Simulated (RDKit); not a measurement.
# SiSbNH6 (SMILES [NH2][SbH][SiH3]) at UFF

Wanted: a geometry optimisation of SiSbNH6. Input form: a Python script.

Program for the calculation: RDKit 2026.09.1.

2 further runs of the same task are left out: 2 set aside as unsound or not needed.

## (1) The molecule

SiSbNH6 has 9 atoms, charge 0, and is taken as a singlet. As SMILES, `[NH2][SbH][SiH3]`. The shape is that of a PBE0-D4/def2-TZVP optimisation. This is one conformer, not always the lowest. The run starts from this shape.

Bond lengths: N1–Sb2 2.046 Å, Sb2–Si3 2.588 Å, N1–H4 1.012 Å, N1–H5 1.012 Å, Sb2–H6 1.711 Å, Si3–H7 1.489 Å, Si3–H8 1.490 Å, Si3–H9 1.489 Å. Some angles: N1–Sb2–Si3 98.2°, N1–Sb2–H6 93.7°, Si3–Sb2–H6 90.0°, Sb2–N1–H4 110.7°, Sb2–N1–H5 113.7°, Sb2–Si3–H7 109.7°, Sb2–Si3–H8 110.4°, Sb2–Si3–H9 111.2°, H4–N1–H5 107.9°, H7–Si3–H8 108.1°.

## (2) A geometry optimisation at UFF

File mol.xyz:

```xyz
9

N     -0.047900     0.620300    -1.934300
Sb     1.099100     0.996000    -0.282300
Si     0.038700    -0.747700     1.308800
H      0.432500    -0.005800    -2.568300
H     -0.950100     0.214200    -1.720100
H      0.035500     2.193800     0.320100
H      0.619000    -2.091700     1.038700
H     -1.432400    -0.825300     1.086500
H      0.294000    -0.400200     2.733800
```

File job.py:

```python
import json
import numpy as np
from rdkit import Chem
from rdkit.Chem import AllChem
from rdkit.Chem import rdDetermineBonds

m = Chem.MolFromXYZFile("mol.xyz")
rdDetermineBonds.DetermineBonds(m, charge=0)
print("perceived SMILES:", Chem.MolToSmiles(Chem.RemoveHs(m)))
symbols = [a.GetSymbol() for a in m.GetAtoms()]
start = m.GetConformer().GetPositions().copy()

ff = AllChem.UFFGetMoleculeForceField(m)
e0 = ff.CalcEnergy()
print(f"start   E = {e0:.5f} kcal/mol")
path, flag, n = [], 1, 0
while flag and n < 2000:
    flag = ff.Minimize(maxIts=20, forceTol=0.0001)
    n += 20
    path.append((n, ff.CalcEnergy(), m.GetConformer().GetPositions().tolist()))
    print(f"{n:5d}   E = {path[-1][1]:.5f} kcal/mol")
print("converged" if flag == 0 else "iteration limit reached")
final = m.GetConformer().GetPositions()
for a, p in zip(symbols, final):
    print(f"{a:<2} {p[0]:11.5f} {p[1]:11.5f} {p[2]:11.5f}")
print(f"energy gained {e0 - path[-1][1]:.4f} kcal/mol")
json.dump(dict(symbols=symbols, start=start.tolist(), start_energy=e0, energy=path[-1][1], final=final.tolist(), path=path, success=flag == 0), open("results.json", "w"))
```

Launch:

```
$ python job.py
```

**Question.** What will come out? Wanted: steric energy.

Computed results:

At UFF:

| quantity | value |
| --- | --- |
| steric energy (arbitrary zero) | -0.00038 Eh |

At the final geometry: Bond lengths: N1–Sb2 2.094 Å, Sb2–Si3 2.521 Å, N1–H4 1.044 Å, N1–H5 1.044 Å, Sb2–H6 1.761 Å, Si3–H7 1.470 Å, Si3–H8 1.470 Å, Si3–H9 1.470 Å. Some angles: N1–Sb2–Si3 92.0°, N1–Sb2–H6 92.0°, Si3–Sb2–H6 91.8°, Sb2–N1–H4 106.8°, Sb2–N1–H5 107.2°, Sb2–Si3–H7 109.4°, Sb2–Si3–H8 109.3°, Sb2–Si3–H9 109.5°, H4–N1–H5 106.9°, H7–Si3–H8 109.5°. The optimisation took 100 steps and changed the energy by -0.220 eV.
